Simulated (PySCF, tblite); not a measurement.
# C₆H₆BrF+ (doublet): geometry, infrared bands and EPR parameters

Wanted: the infrared bands and EPR parameters of C₆H₆BrF+ (doublet) (`F[C+]1[CH][C@@H](Br)C=CC1`), by calculation.

Computed with tblite 0.8.0 and PySCF 2.14.0, with density-fitted response routines of our own, on a single molecule in the gas phase. Atoms count from 0, in the outputs and in this text.

## 1. Starting geometry

14 atoms, charge 1, multiplicity 2; geometry from: force field or distance geometry start.

Bonds of the start (Å): F0–C1 1.35, C1–C2 1.50, C2–C3 1.55, C3–Br4 1.91, C3–C5 1.49, C5–C6 1.33, C6–C7 1.50, C7–C1 1.50, C2–H8 1.10, C3–H9 1.10, C5–H10 1.08, C6–H11 1.08, C7–H12 1.09, C7–H13 1.10.

## 2. Geometry optimisation with GFN2-xTB

Job settings and geometry (Å):

```
{"job": {"kind": "relax", "xc": "GFN2-xTB", "basis": "xTB"}, "charge": 1, "multiplicity": 2}
F      0.351400    -2.654200     0.237100
C      0.315600    -1.304600     0.332900
C     -0.868200    -0.630800     0.958800
C     -1.335600     0.318600    -0.172200
Br    -3.086100     1.023600     0.101200
C     -0.268600     1.363200    -0.235800
C      1.014000     0.998600    -0.217900
C      1.449500    -0.431200    -0.121500
H     -1.648200    -1.335600     1.268100
H     -1.250500    -0.304000    -1.077700
H     -0.534900     2.410500    -0.299700
H      1.767100     1.765700    -0.263400
H      1.795200    -0.747500    -1.106800
H      2.298700    -0.472700     0.574800
```

On the command line:

```sh
$ OMP_NUM_THREADS=1 python probes_run.py task.json out
```

One launch serves the whole session: the jobs run in the order shown.

**Question.** This job is followed by: GFN2-xTB harmonic vibrations, gas phase; UKS B3LYP, def2-TZVP-core on Br, pcH-1 on C F H, non-relativistic, mean-field spin-orbit, GIAO. What will the session give for the following? strongest single infrared mode (GFN2-xTB); zero-point energy (GFN2-xTB); g(iso) (B3LYP); ⟨S²⟩; largest a(iso).

As calculated:

| quantity | value |
| --- | --- |
| strongest single infrared mode (GFN2-xTB) | 1521 cm⁻¹, 403 km/mol |
| zero-point energy (GFN2-xTB) | 61.4 kcal/mol |
| g(iso) (B3LYP) | 2.16401 |
| ⟨S²⟩ | 0.755 (exact 0.75) |
| largest a(iso) | 79Br on Br4, 343.5 MHz |

**Reading.** The optimisation took 70 steps and gained 1.996 eV; among the close pairs (by a distance rule), C3–Br4 changed most, from 1.907 to 2.060 Å. No mode is imaginary among the 36: a minimum at this level. The strongest single mode, at 1521 cm⁻¹, is spread over several atoms, C1, C2, C6, C5 among them. Unscaled tight-binding wavenumbers are off by several per cent, some by more. Its intensities can rank the bands wrongly. The largest spin populations lie on C2 (0.27 e), Br4 (0.24 e). The isotropic g lies 161.7 ppt above the free-electron value. The hyperfine terms hold no scalar relativity, which the heavier nuclei need. These values are for one conformer; the search (at its own cheap level) found 2 more, at 0.00, 0.36 kcal/mol (those within 0.05 may be mirror or relabelled copies), and measured spectra average over such forms.
